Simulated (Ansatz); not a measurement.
# NO2F (nitryl fluoride): B3LYP/STO-3G

Aim: the electronic atomisation energy of NO2F (nitryl fluoride) at B3LYP/STO-3G, from 4 runs. 

Program for the calculation: Ansatz 0.2.0.

58 further runs of the same task are left out: 10 that didn't finish, 48 set aside as unsound or not needed.

**1. The molecule**

The species is NO2F (4 atoms), meant as a singlet with charge 0. SMILES: `O=[N+]([O-])F`. The shape is that of a GFN2-xTB optimisation.

Bond lengths: O1–N2 1.145 Å, N2–O3 1.145 Å. Angles: O1–N2–O3 140.2°. A long bond or contact: N2–F4 1.545 Å.

**2. The energy at B3LYP/STO-3G**

The input, job.yaml:

```yaml
crystal:
  periodic: [false, false, false]
  atoms:
    - {symbol: O, position_ang: [0.188740, 0.465950, 1.115660]}
    - {symbol: N, position_ang: [0.109710, -0.098240, 0.122020]}
    - {symbol: O, position_ang: [0.475520, -1.064170, -0.373030]}
    - {symbol: F, position_ang: [-0.773970, 0.696460, -0.864650]}
basis:
  gaussian: {orbitals: STO-3G}
hamiltonian: {xc: {name: B3LYP}}
accuracy: high
```

The run is started by

```sh
$ ansatz run job.yaml --threads 1 --pin off --max-ram 2610MiB --events-out events.jsonl --progress --plain --runs-dir runs
```

The program printed:

```text
Warning: RAYON_NUM_THREADS=1 ignored (pool sized by the plan → 1); use --threads N
Functional definition: B3LYP
  name "B3LYP"
  parameter a0 = 0.2
  parameter ax = 0.72
  parameter ac = 0.81
  exchange = (1 - a0 - ax)*slater_x + ax*b88_x + a0*exact_x
  correlation = (1 - ac)*vwn_rpa_c + ac*lyp_c
368 factors; integrals over basis functions are off by at most 3.8e-8 eV
mean field evaluation 1: about -8171.9911 eV, gradient 4.8e1 eV
mean field evaluation 2: about -8164.3638 eV, gradient 6.9e1 eV
mean field evaluation 4: about -8177.8857 eV, gradient 5.5e0 eV
mean field evaluation 8: about -8178.0264 eV, gradient 6.7e-2 eV
mean field evaluation 16: about -8178.0264 eV, gradient 5.3e-6 eV
mean field -8178.02644028 eV, -300.5369284147 hartree, gradient 4.2e-8 eV, S^2 0.000000; 0 other end points of the search recorded, 0 dependent functions left out
reference -8178.02645594 eV, -300.5369289902 hartree; 16, 16 occupied and 4, 4 virtual orbitals, 368 factors
Total energy: -8178.02645594 eV, -300.5369289902 hartree
```

Wall time 1.1 s (1 thread of Arm Neoverse V1, shared host); peak memory 0.091 GiB.

**3. The F atom**

The input, in.yaml:

```yaml
crystal:
  periodic: [false, false, false]
  atoms:
    - {symbol: F, position_ang: [0.000000, 0.000000, 0.000000]}
basis:
  gaussian:
    orbitals: STO-3G
magnetization:
  spin_polarized: true
  initial_magnetization: 1
hamiltonian:
  xc: {name: B3LYP}
accuracy: high
```

Run the same way, it converges to -98.26898 Eh (log not shown).

**4. The N atom at the same level**

The input, run.yaml:

```yaml
crystal:
  periodic: [false, false, false]
  atoms:
    - {symbol: N, position_ang: [0.000000, 0.000000, 0.000000]}
basis:
  gaussian: {orbitals: STO-3G}
magnetization: {spin_polarized: true, initial_magnetization: 3}
hamiltonian: {xc: {name: B3LYP}}
accuracy: high
```

The run is started by

```sh
$ ansatz run run.yaml --threads 1 --pin off --max-ram 2610MiB --events-out events.jsonl --progress --plain --runs-dir runs
```

The program printed (excerpt; [...] marks lines left out):

```text
Warning: RAYON_NUM_THREADS=1 ignored (pool sized by the plan → 1); use --threads N
[... 7 set-up lines as earlier in the session ...]
15 factors; integrals over basis functions are off by at most 1.1e-9 eV
mean field evaluation 1: about -1466.3181 eV, gradient 1.5e-9 eV
mean field evaluation 2: about -1466.3181 eV, gradient 1.7e-10 eV
mean field -1466.31807229 eV, -53.8861952506 hartree, gradient 0.0e0 eV, S^2 3.750000; 0 other end points of the search recorded, 0 dependent functions left out
reference -1466.31808614 eV, -53.8861957596 hartree; 5, 2 occupied and 0, 3 virtual orbitals, 15 factors
Total energy: -1466.31808614 eV, -53.8861957596 hartree
```

It took 0.18 s on 1 thread of Arm Neoverse V1, shared host.

**5. The O atom at the same level**

The input, molecule.yaml:

```yaml
crystal:
  periodic: [false, false, false]
  atoms:
    - {symbol: O, position_ang: [0.000000, 0.000000, 0.000000]}
basis:
  gaussian: {orbitals: STO-3G}
magnetization: {spin_polarized: true, initial_magnetization: 2}
hamiltonian: {xc: {name: B3LYP}}
accuracy: high
```

The run is started by

```sh
$ ansatz run molecule.yaml --threads 1 --pin off --max-ram 2610MiB --events-out events.jsonl --progress --plain --runs-dir runs
```

The program printed (excerpt; [...] marks lines left out):

```text
Warning: RAYON_NUM_THREADS=1 ignored (pool sized by the plan → 1); use --threads N
[... 7 set-up lines as earlier in the session ...]
15 factors; integrals over basis functions are off by at most 1.1e-9 eV
mean field evaluation 1: about -2014.5906 eV, gradient 4.4e-12 eV
mean field evaluation 2: about -2014.5912 eV, gradient 7.8e-12 eV
mean field -2014.59122478 eV, -74.0348619718 hartree, gradient 0.0e0 eV, S^2 2.000000; 0 other end points of the search recorded, 0 dependent functions left out
reference -2014.59123489 eV, -74.0348623433 hartree; 5, 3 occupied and 0, 2 virtual orbitals, 15 factors
Total energy: -2014.59123489 eV, -74.0348623433 hartree
```

Wall time 0.18 s (1 thread of Arm Neoverse V1, shared host).

**6. What came out**

Level: B3LYP/STO-3G.

```
                     quantity          value
       molecule: total energy  -300.53693 Eh
         F atom: total energy   -98.26898 Eh
                 F atom: ⟨S²⟩          0.750
         N atom: total energy   -53.88620 Eh
                 N atom: ⟨S²⟩          3.750
         O atom: total energy   -74.03486 Eh
                 O atom: ⟨S²⟩          2.000
electronic atomisation energy       8.491 eV
```

Taking the molecule apart into free atoms costs 8.49 eV (819 kJ/mol), before zero-point energy and without spin-orbit coupling. In a minimal basis such a difference can be off by several eV, whatever the method.
